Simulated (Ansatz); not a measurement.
**GeH₇NO₃Si: up Jacob's ladder to CCSD(T)**

An exercise on one series of results from a longer session: the logs are not shown, and one member is left open.

The runs use Ansatz 0.2.0, Gaussian basis; functionals in def2-TZVPP, the program's frozen cores in correlated methods.

The runs, in order: PBE-D4, r2SCAN-D4, PBE0-D4, B3LYP-D4, ωB97X-V, ωB97M-V, B2PLYP; CCSD(T)/def2-TZVPP; MP2/def2-QZVPP; extrapolation to the limit.

## The geometry

The geometry comes from an earlier relaxation with PBE0-D4 in a triple-zeta def2 set; it is a stationary point, not always the lowest conformer.

SMILES `[OH][GeH2][NH][SiH](O)O`, 13 atoms, charge 0, spin multiplicity 1.

Atoms are counted from 1 here; the program's logs count them from 0.

Bond lengths: O1–Ge2 1.799 Å, O1–H7 0.960 Å, Ge2–N3 1.825 Å, Ge2–H8 1.538 Å, Ge2–H9 1.528 Å, N3–Si4 1.714 Å, N3–H10 1.009 Å, Si4–O5 1.644 Å, Si4–O6 1.633 Å, Si4–H11 1.480 Å, O5–H12 0.958 Å, O6–H13 0.967 Å. Angles: Ge2–O1–H7 112.5°, O1–Ge2–N3 107.8°, O1–Ge2–H8 110.6°, O1–Ge2–H9 102.4°, N3–Ge2–H8 108.5°, N3–Ge2–H9 112.5°, H8–Ge2–H9 114.8°, Ge2–N3–Si4 122.5°, Ge2–N3–H10 116.1°, Si4–N3–H10 118.2°, N3–Si4–O5 105.3°, N3–Si4–O6 107.6°, N3–Si4–H11 115.3°, O5–Si4–O6 115.7°, O5–Si4–H11 108.4°, O6–Si4–H11 104.9°, Si4–O5–H12 116.7°, Si4–O6–H13 116.3°.

The first run:

Input file in.yaml:

```yaml
crystal:
  periodic: [false, false, false]
  atoms:
    - {symbol: O, position_ang: [-0.096082, -2.213007, -0.047917]}
    - {symbol: Ge, position_ang: [0.456962, -1.090308, -1.339580]}
    - {symbol: N, position_ang: [0.669747, 0.560801, -0.591456]}
    - {symbol: Si, position_ang: [-0.478623, 1.238918, 0.485763]}
    - {symbol: O, position_ang: [0.376177, 1.649183, 1.828899]}
    - {symbol: O, position_ang: [-1.658848, 0.132451, 0.708881]}
    - {symbol: H, position_ang: [0.604725, -2.435659, 0.569952]}
    - {symbol: H, position_ang: [1.810838, -1.545272, -1.908742]}
    - {symbol: H, position_ang: [-0.703194, -1.136690, -2.333312]}
    - {symbol: H, position_ang: [1.611431, 0.921644, -0.573248]}
    - {symbol: H, position_ang: [-1.176157, 2.446432, -0.010433]}
    - {symbol: H, position_ang: [-0.042203, 2.261478, 2.436025]}
    - {symbol: H, position_ang: [-1.374773, -0.789991, 0.775168]}
basis:
  gaussian: {orbitals: def2-TZVPP}
hamiltonian: {xc: pbe, dispersion: d4}
output: {forces: true, orbitals: {seedname: orbitals}}
```

Command:

```sh
ansatz run in.yaml --threads 2 --pin off --events-out ev --progress --plain --max-ram 32768MiB --backend cuda --devices 0, --max-vram 18GiB
```

Among the steps run: PBE-D4 (GGA); r2SCAN-D4 (meta-GGA); PBE0-D4 (hybrid); B3LYP-D4 (hybrid); ωB97X-V (range-separated); ωB97M-V (range-separated); B2PLYP (double hybrid); CCSD(T) in def2-TZVPP; MP2 in def2-QZVPP.

One table of the session follows, with a row left open; its other results are not shown here.

| method | atomisation energy (kcal/mol) |
| --- | --- |
| PBE-D4 | 1130.3 |
| r2SCAN-D4 | 1119.4 |
| PBE0-D4 | 1104.7 |
| B3LYP-D4 | 1114.9 |
| ωB97X-V | 1126.4 |
| ωB97M-V | 1123.0 |
| B2PLYP | 1107.0 |
| HF/def2-TZVPP | 770.2 |
| MP2/def2-TZVPP | 1119.1 |
| CCSD/def2-TZVPP | 1076.7 |
| CCSD(T)/def2-TZVPP | 1095.1 |
| MP2/CBS | 1153.9 |
| CCSD(T)/CBS | ? |

Estimate the missing values for CCSD(T)/CBS.

As computed: atomisation energy (kcal/mol): 1129.9. In the column «atomisation energy (kcal/mol)» it lies between ωB97X-V (1126.4) and PBE-D4 (1130.3).
